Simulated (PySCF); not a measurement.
# C4H5NO2: the cost of one run

Programs: PySCF 2.14.0, with density-fitted response routines of our own. Each step states its level of theory. These are calculated values for one molecule, in the gas phase or a continuum, unless marked as measured. Atoms are numbered from 0 throughout.

### 1 The starting structure

12 atoms, charge 0, multiplicity 1; geometry from: GFN2-xTB. The atoms were then displaced at random by about 0.01 Å, so the start is not that level's minimum.

Bonds of the start (Å): O0–C1 1.17, C1–C2 1.51, C2–C3 1.57, C3–C4 1.50, C4–O5 1.21, C4–N6 1.37, N6–C1 1.39, C2–H7 1.06, C2–H8 1.06, C3–H9 1.06, C3–H10 1.11, N6–H11 1.01.

### 2 Geometry optimisation at PBE0-D3(BJ)/def2-TZVP

What the job is given:

```
{"job": {"xc": "PBE0", "basis": "def2-TZVP", "d3": "d3bj", "grid": 2, "shake": 0.01, "kind": "geom"}, "charge": 0, "multiplicity": 1}
O     -1.987380     1.021700    -1.082260
C     -1.037670     0.590320    -0.558920
C     -0.663860    -0.863850    -0.403120
C      0.721480    -0.842690     0.345630
C      0.997080     0.613480     0.571770
O      1.948070     1.101330     1.131450
N     -0.025390     1.341690     0.030400
H     -1.416010    -1.373340     0.148100
H     -0.578020    -1.317310    -1.360420
H      1.498530    -1.295690    -0.212310
H      0.637960    -1.359000     1.319870
H     -0.055090     2.355080     0.060780
```

On the command line:

```sh
> OMP_NUM_THREADS=1 python probes_run.py task.json out
```

The driver reads the jobs from task.json and runs them one after another.

**Question.** How long does this first job take on 1 thread of Intel Xeon Platinum 8488C, shared host, and how much memory does it need?

About 2.1 min, with a peak of 1.2 GiB.
